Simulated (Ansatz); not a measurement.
**B3LYP/def2-SVPD run of CH6Ge (methyl germane)**

Aim: the electronic atomisation energy of CH6Ge (methyl germane) at B3LYP/def2-SVPD, from 4 runs. 

The calculation is run with Ansatz 0.2.0.

28 further runs of the same task are left out: 28 set aside as unsound or not needed.

## (1) The molecule

CH6Ge: 8 atoms, total charge 0, spin state singlet. SMILES: `[CH3][GeH3]`. Geometry: relaxed at PBE0-D4/def2-TZVP.

Bond lengths: C1–Ge2 1.953 Å, C1–H3 1.090 Å, C1–H4 1.090 Å, C1–H5 1.091 Å, Ge2–H6 1.539 Å, Ge2–H7 1.539 Å, Ge2–H8 1.539 Å. Some angles: C1–Ge2–H6 110.4°, C1–Ge2–H7 110.4°, C1–Ge2–H8 110.4°, Ge2–C1–H3 110.3°, Ge2–C1–H4 110.3°, Ge2–C1–H5 110.3°, H6–Ge2–H7 108.5°, H6–Ge2–H8 108.5°, H7–Ge2–H8 108.5°, H3–C1–H4 108.6°.

## (2) A single-point energy at B3LYP/def2-SVPD

The input, in.yaml:

```yaml
crystal:
  periodic: [false, false, false]
  atoms:
    - symbol: C
      position_ang: [-0.310900, 0.190300, -0.971400]
    - symbol: Ge
      position_ang: [0.296900, -0.181900, 0.846700]
    - symbol: H
      position_ang: [-1.380100, 0.404200, -0.976500]
    - symbol: H
      position_ang: [0.218800, 1.052200, -1.378400]
    - symbol: H
      position_ang: [-0.124600, -0.669400, -1.616000]
    - symbol: H
      position_ang: [0.030700, 1.028200, 1.760100]
    - symbol: H
      position_ang: [1.807100, -0.479600, 0.857700]
    - symbol: H
      position_ang: [-0.445700, -1.401200, 1.422100]
basis:
  gaussian:
    orbitals: def2-SVPD
magnetization:
  spin_polarized: false
hamiltonian:
  xc: {name: B3LYP}
accuracy: high
output: {orbitals: {seedname: orbitals}}
```

Started as:

```console
$ ansatz run in.yaml --threads 1 --pin off --max-ram 3480MiB --events-out events.jsonl --progress --plain --runs-dir runs
```

Standard output:

```text
Warning: RAYON_NUM_THREADS=1 ignored (pool sized by the plan → 1); use --threads N
Functional definition: B3LYP
  name "B3LYP"
  parameter a0 = 0.2
  parameter ax = 0.72
  parameter ac = 0.81
  exchange = (1 - a0 - ax)*slater_x + ax*b88_x + a0*exact_x
  correlation = (1 - ac)*vwn_rpa_c + ac*lyp_c
2130 factors; integrals over basis functions are off by at most 4.4e-9 eV
mean field evaluation 1: about -57641.6029 eV, gradient 4.7e1 eV
mean field evaluation 2: about -57638.0573 eV, gradient 5.7e1 eV
mean field evaluation 4: about -57646.5345 eV, gradient 8.4e-1 eV
mean field evaluation 8: about -57646.5713 eV, gradient 6.2e-2 eV
mean field evaluation 16: about -57646.5713 eV, gradient 2.2e-6 eV
mean field -57646.57126396 eV, -2118.4724197010 hartree, gradient 8.5e-9 eV, S^2 0.000000; 0 other end points of the search recorded, 0 dependent functions left out
reference -57646.57130626 eV, -2118.4724212557 hartree; 22, 22 occupied and 84, 84 virtual orbitals, 2130 factors
Total energy: -57646.57130626 eV, -2118.4724212557 hartree
```

Run time: 9.3 s. Hardware: 1 thread of Arm Neoverse V1, shared host; peak memory 0.35 GiB.

## (3) The C atom

The input, in.yaml:

```yaml
crystal:
  periodic: [false, false, false]
  atoms:
    - {symbol: C, position_ang: [0.000000, 0.000000, 0.000000]}
basis:
  gaussian:
    orbitals: def2-SVPD
magnetization:
  spin_polarized: true
  initial_magnetization: 2
hamiltonian:
  xc: {name: B3LYP}
accuracy: high
```

Run the same way, it converges to -37.81494 Eh (log not shown).

## (4) The Ge atom at the same level

The input, molecule.yaml:

```yaml
crystal:
  periodic: [false, false, false]
  atoms:
    - {symbol: Ge, position_ang: [0.000000, 0.000000, 0.000000]}
basis:
  gaussian:
    orbitals: def2-SVPD
magnetization:
  spin_polarized: true
  initial_magnetization: 2
accuracy: high
hamiltonian:
  xc: {name: B3LYP}
```

Started as:

```console
$ ansatz run molecule.yaml --threads 1 --pin off --max-ram 3480MiB --events-out events.jsonl --progress --plain --runs-dir runs
```

Standard output (excerpt; [...] marks lines left out):

```text
Warning: RAYON_NUM_THREADS=1 ignored (pool sized by the plan → 1); use --threads N
[... 7 set-up lines as earlier in the session ...]
370 factors; integrals over basis functions are off by at most 4.8e-9 eV
mean field evaluation 1: about -56509.9211 eV, gradient 6.1e0 eV
mean field evaluation 2: about -56509.9650 eV, gradient 5.2e0 eV
mean field evaluation 4: about -56510.0044 eV, gradient 5.1e-1 eV
mean field evaluation 8: about -56510.0066 eV, gradient 3.5e-3 eV
mean field evaluation 16: about -56510.0066 eV, gradient 1.5e-8 eV
mean field evaluation 32: about -56510.0066 eV, gradient 1.6e-7 eV
mean field -56510.00655405 eV, -2076.7044370031 hartree, gradient 7.7e-9 eV, S^2 2.002317; 1 other end points of the search recorded, 0 dependent functions left out
reference -56510.00657609 eV, -2076.7044378130 hartree; 17, 15 occupied and 21, 23 virtual orbitals, 370 factors
Total energy: -56510.00657609 eV, -2076.7044378130 hartree
```

It took 3 s on 1 thread of Arm Neoverse V1, shared host; peak memory 0.11 GiB.

## (5) The H atom, same level

The input, input.yaml:

```yaml
crystal:
  periodic: [false, false, false]
  atoms:
    - {symbol: H, position_ang: [0.000000, 0.000000, 0.000000]}
basis:
  gaussian: {orbitals: def2-SVPD}
magnetization: {spin_polarized: true, initial_magnetization: 1}
hamiltonian: {xc: {name: B3LYP}}
accuracy: high
```

Run the same way, it converges to -0.50126 Eh (log not shown).

## (6) What came out

At B3LYP/def2-SVPD:

| quantity | value |
| --- | --- |
| molecule: total energy | -2118.47242 Eh |
| molecule: HOMO energy | -8.73 eV |
| molecule: LUMO energy | 0.10 eV |
| molecule: HOMO–LUMO gap | 8.83 eV |
| C atom: total energy | -37.81494 Eh |
| C atom: ⟨S²⟩ | 2.004 |
| Ge atom: total energy | -2076.70444 Eh |
| Ge atom: ⟨S²⟩ | 2.002 |
| H atom: total energy | -0.50126 Eh |
| H atom: ⟨S²⟩ | 0.750 |
| electronic atomisation energy | 25.728 eV |

Taking the molecule apart into free atoms costs 25.73 eV (593 kcal/mol), before zero-point energy and without spin-orbit coupling.
